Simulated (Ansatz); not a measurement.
# CH₅AgO: up Jacob's ladder to CCSD(T)

Aim: compute CH₅AgO with functionals from several rungs and with coupled cluster, and see how far each lands from CCSD(T) at the basis-set limit for the atomisation energy.

Method: functionals in def2-TZVPP, the program's frozen cores in correlated methods; program: Ansatz 0.2.0, Gaussian basis.

The runs, in order: LDA (SPW92), PBE-D4, revPBE-D4, BLYP-D4, r2SCAN-D4, B97M-V, PBE0-D4, B3LYP-D4, r2SCANh-D4, r2SCAN0-D4, HSE06-D4, BHLYP-D4, CAM-B3LYP-D4, LC-ωPBE, ωB97X-V, ωB97M-V, B2PLYP, PBE-QIDH; CCSD(T)/def2-SVP; CCSD(T)/def2-TZVPP; CCSD(T)/def2-QZVPP; extrapolation to the limit; RPA on PBE.

## (1) The relaxed structure

An earlier PBE0-D4 in a triple-zeta def2 set relaxation fixed the geometry. Ag takes the def2 core potential; no spin-orbit term is included.

SMILES `[CH3][Ag-][OH2+]`, 8 atoms, charge 0, spin multiplicity 1.

Atoms are counted from 1 here; the program's logs count them from 0.

Bond lengths: C1–Ag2 2.062 Å, C1–H4 1.092 Å, C1–H5 1.091 Å, C1–H6 1.092 Å, Ag2–O3 2.270 Å, O3–H7 0.962 Å, O3–H8 0.962 Å. Angles: Ag2–C1–H4 109.6°, Ag2–C1–H5 109.9°, Ag2–C1–H6 109.5°, H4–C1–H5 109.2°, H4–C1–H6 109.2°, H5–C1–H6 109.3°, C1–Ag2–O3 179.3°, Ag2–O3–H7 112.6°, Ag2–O3–H8 112.6°, H7–O3–H8 106.4°.

## (2) LDA

This LDA is Slater exchange with PW92 correlation.

Input file in.yaml:

```yaml
crystal:
  periodic: [false, false, false]
  atoms:
    - {symbol: C, position_ang: [-0.982742, 1.495414, -0.424751]}
    - {symbol: Ag, position_ang: [0.182025, -0.107035, 0.147163]}
    - {symbol: O, position_ang: [1.451355, -1.886891, 0.757562]}
    - {symbol: H, position_ang: [-0.451771, 2.085495, -1.173966]}
    - {symbol: H, position_ang: [-1.923633, 1.139363, -0.847873]}
    - {symbol: H, position_ang: [-1.192192, 2.121743, 0.444337]}
    - {symbol: H, position_ang: [0.922278, -2.630406, 1.061362]}
    - {symbol: H, position_ang: [1.994670, -2.217673, 0.036165]}
basis:
  gaussian: {orbitals: def2-TZVPP}
hamiltonian: {xc: lda}
output: {orbitals: {seedname: orbitals}}
```

On the command line:

```console
> ansatz run in.yaml --threads 2 --pin off --events-out ev --progress --plain --max-ram 32768MiB --backend cpu
```

The runs that follow: PBE-D4 (GGA); revPBE-D4 (GGA); BLYP-D4 (GGA); r2SCAN-D4 (meta-GGA); B97M-V (meta-GGA); PBE0-D4 (hybrid); B3LYP-D4 (hybrid); r2SCANh-D4 (hybrid); r2SCAN0-D4 (hybrid); HSE06-D4 (hybrid); BHLYP-D4 (hybrid); CAM-B3LYP-D4 (range-separated); LC-ωPBE (range-separated); ωB97X-V (range-separated); ωB97M-V (range-separated); B2PLYP (double hybrid); PBE-QIDH (double hybrid); CCSD(T) in def2-SVP; CCSD(T) in def2-TZVPP; CCSD(T) in def2-QZVPP; RPA on PBE orbitals.

Before running them: what should the planned runs give, taken together? Wanted: atomisation energy, CCSD(T)/CBS; farthest beyond LDA; mean size of error, GGA; mean size of error, meta-GGA; mean size of error, hybrid; mean size of error, range-separated; mean size of error, double hybrid; gap, smallest and largest; T1 diagnostic.

As calculated:

| quantity | value |
| --- | --- |
| atomisation energy, CCSD(T)/CBS | 602.3 kcal/mol |
| functionals within 3.0 kcal/mol (0.5 %) | BLYP-D4, r2SCAN-D4, CAM-B3LYP-D4, ωB97M-V |
| farthest beyond LDA | BHLYP-D4 (-28.6 kcal/mol) |
| mean size of error, GGA | 6.3 kcal/mol |
| mean size of error, meta-GGA | 3.5 kcal/mol |
| mean size of error, hybrid | 12.5 kcal/mol |
| mean size of error, range-separated | 5.6 kcal/mol |
| mean size of error, double hybrid | 12.0 kcal/mol |
| gap, smallest and largest | 3.08 eV (BLYP-D4), 9.21 eV (LC-ωPBE) |
| T1 diagnostic | 0.0159 |
| triples share of the correlation energy | 3.3 % |

**Reading.** The LDA atomisation energy is off by 88.5 kcal/mol (15 %): it overbinds. PBE-D4 misses by +5.8 kcal/mol. Double hybrids carry the basis error of their MP2 part in triple zeta, and no dispersion term here, so their miss is partly the set-up's. By mean error the best rung here is meta-GGA (3.5 kcal/mol) and the worst beyond LDA is hybrid (12.5 kcal/mol). The mean of the hybrids holds BHLYP, with half exact exchange. Misses under about 3.0 kcal/mol are within the doubt on the reference itself, which lacks core-valence correlation, spin-orbit coupling and higher excitations. All levels share the lack of spin-orbit coupling, which lowers the free heavy atoms and so the true binding. Hartree-Fock recovers 68 % of the binding; the rest is correlation. CCSD(T) in def2-SVP is off by -33.4 kcal/mol, more than most functionals: a good method in a small basis is no reference. Orbital gaps span 3.1 to 9.2 eV; exact exchange widens them. Correlated methods include outer-core shells of Ag, which these sets cover unevenly.
